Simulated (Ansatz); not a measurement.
# AlH4NO2: the cost of one run

Method: RKS PBE0-D4/STO-3G, in Ansatz 0.2.0.

## Step 1: The system as given

Bond lengths: Al1–O2 1.780 Å, O2–H3 1.010 Å, Al1–O4 1.780 Å, O4–H5 1.010 Å, Al1–N6 1.920 Å, N6–H7 1.060 Å, N6–H8 1.060 Å. Angles: Al1–O2–H3 109.5°, O2–Al1–O4 120.0°, O2–Al1–N6 120.0°, O4–Al1–N6 120.0°, Al1–O4–H5 109.5°, Al1–N6–H7 120.0°, Al1–N6–H8 120.0°, H7–N6–H8 120.0°.

Structure file:

```xyz
8

Al    0.0000    0.0000    0.0000
O     0.0000    0.0000    1.7800
H    -0.9095   -0.2814    2.1171
O     1.5415    0.0000   -0.8900
H     1.8414   -0.9519   -1.0449
N    -1.6627    0.0000   -0.9600
H    -2.3316   -0.8164   -0.8614
H    -1.9118    0.8164   -1.5886
```

## Step 2: Preparing the start

Input file input.yaml:

```yaml
crystal:
  periodic: [false, false, false]
  atoms:
    - { symbol: Al, position_ang: [0.0, 0.0, 0.0] }
    - { symbol: O, position_ang: [0.0, 0.0, 1.78] }
    - { symbol: H, position_ang: [-0.9095, -0.2814, 2.1171] }
    - { symbol: O, position_ang: [1.5415, 0.0, -0.89] }
    - { symbol: H, position_ang: [1.8414, -0.9519, -1.0449] }
    - { symbol: "N", position_ang: [-1.6627, 0.0, -0.96] }
    - { symbol: H, position_ang: [-2.3316, -0.8164, -0.8614] }
    - { symbol: H, position_ang: [-1.9118, 0.8164, -1.5886] }
basis:
  gaussian: { orbitals: STO-3G }
hamiltonian:
  xc: pbe0
  dispersion: d4
relax:
  f_tol: 0.02
  max_steps: 40
```

Started as:

```console
> ansatz run input.yaml --threads 1 --pin off --max-ram 2048MiB --backend cpu --events-out ev --progress --plain --runs-dir out
```

**Question.** How long does this run take on 1 thread of Arm Neoverse V1, shared host, and how much memory does it need?

About 19 s, with a peak of 0.12 GiB.
